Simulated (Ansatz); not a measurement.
# CH2BrN: a ladder of functionals and wavefunction methods

How much do the methods differ for CH2BrN? The plan is to run it at one geometry with functionals of several rungs and with coupled cluster, and see how far each lands from CCSD(T) at the basis-set limit for the atomisation energy.

The runs use Ansatz 0.2.0, Gaussian basis; functionals in def2-TZVPP, the program's frozen cores in correlated methods.

Plan: LDA (SPW92), PBE-D4, revPBE-D4, BLYP-D4, r2SCAN-D4, B97M-V, PBE0-D4, B3LYP-D4, r2SCANh-D4, r2SCAN0-D4, HSE06-D4, BHLYP-D4, CAM-B3LYP-D4, LC-ωPBE, ωB97X-V, ωB97M-V, B2PLYP, PBE-QIDH; CCSD(T)/def2-SVP; CCSD(T)/def2-TZVPP; MP2/def2-QZVPP; extrapolation to the limit; RPA on PBE.

### Step 1. The relaxed structure

The geometry comes from an earlier relaxation with PBE0-D4 in a triple-zeta def2 set; it is a stationary point.

SMILES `N=CBr`, 5 atoms, charge 0, spin multiplicity 1.

Atoms are counted from 1 here; the program's logs count them from 0.

Bond lengths: N1–C2 1.245 Å, N1–H4 1.020 Å, C2–Br3 1.897 Å, C2–H5 1.090 Å. Angles: C2–N1–H4 110.9°, N1–C2–Br3 120.9°, N1–C2–H5 128.5°, Br3–C2–H5 110.6°.

### Step 2. LDA

This LDA is Slater exchange with PW92 correlation.

Input file in.yaml:

```yaml
crystal:
  periodic: [false, false, false]
  atoms:
    - {symbol: N, position_ang: [-0.868902, -0.440929, 0.229804]}
    - {symbol: C, position_ang: [0.237081, 0.068682, -0.028708]}
    - {symbol: Br, position_ang: [1.728203, -0.210044, 1.109967]}
    - {symbol: H, position_ang: [-1.558590, -0.193267, -0.479533]}
    - {symbol: H, position_ang: [0.512009, 0.701857, -0.872830]}
basis:
  gaussian: {orbitals: def2-TZVPP}
hamiltonian: {xc: lda}
output: {orbitals: {seedname: orbitals}}
```

Further steps of the session: PBE-D4 (GGA); revPBE-D4 (GGA); BLYP-D4 (GGA); r2SCAN-D4 (meta-GGA); B97M-V (meta-GGA); PBE0-D4 (hybrid); B3LYP-D4 (hybrid); r2SCANh-D4 (hybrid); r2SCAN0-D4 (hybrid); HSE06-D4 (hybrid); BHLYP-D4 (hybrid); CAM-B3LYP-D4 (range-separated); LC-ωPBE (range-separated); ωB97X-V (range-separated); ωB97M-V (range-separated); B2PLYP (double hybrid); PBE-QIDH (double hybrid); CCSD(T) in def2-SVP; CCSD(T) in def2-TZVPP; MP2 in def2-QZVPP; RPA on PBE orbitals.

Q: Predict the results of all the runs planned. Wanted: atomisation energy, CCSD(T)/CBS; farthest beyond LDA; mean size of error, GGA; mean size of error, meta-GGA; mean size of error, hybrid; mean size of error, range-separated; mean size of error, double hybrid; gap, smallest and largest; T1 diagnostic.

**Answer**, as computed:

| quantity | value |
| --- | --- |
| atomisation energy, CCSD(T)/CBS | 1716.7 kJ/mol |
| functionals within 17.2 kJ/mol (1.0 %) | r2SCAN-D4, B97M-V, B3LYP-D4, CAM-B3LYP-D4, LC-ωPBE, ωB97X-V, ωB97M-V, B2PLYP |
| farthest beyond LDA | PBE-D4 (+87.9 kJ/mol) |
| mean size of error, GGA | 51.6 kJ/mol |
| mean size of error, meta-GGA | 2.3 kJ/mol |
| mean size of error, hybrid | 32.9 kJ/mol |
| mean size of error, range-separated | 6.0 kJ/mol |
| mean size of error, double hybrid | 16.6 kJ/mol |
| gap, smallest and largest | 4.90 eV (LDA (SPW92)), 12.60 eV (LC-ωPBE) |
| T1 diagnostic | 0.0103 |
| triples share of the correlation energy | 4.1 % |

In words: The LDA atomisation energy is off by 323.4 kJ/mol (19 %): it overbinds. PBE-D4 is off by +87.9 kJ/mol. Double hybrids carry the basis error of their MP2 part in triple zeta, and no dispersion term here, so their miss is partly the set-up's. The rungs meta-GGA, range-separated, double hybrid miss on average by less than the doubt on the reference (17.2 kJ/mol), so they tie; GGA functionals have the largest mean beyond LDA (51.6 kJ/mol). The reference freezes the cores and leaves out relativity and excitations past (T), and its outer-core shells are covered unevenly, so misses under about 17.2 kJ/mol can't be ranked. All levels share the lack of spin-orbit coupling, which lowers the free heavy atoms and so the true binding. Hartree-Fock recovers 64 % of the binding; the rest is correlation. CCSD(T) in def2-SVP is off by -125.0 kJ/mol, worse than the median functional, from the basis alone. The gap grows from 4.9 to 12.6 eV across the functionals, mostly with the share of exact exchange. Correlated methods include outer-core shells of Br, which these sets cover unevenly.
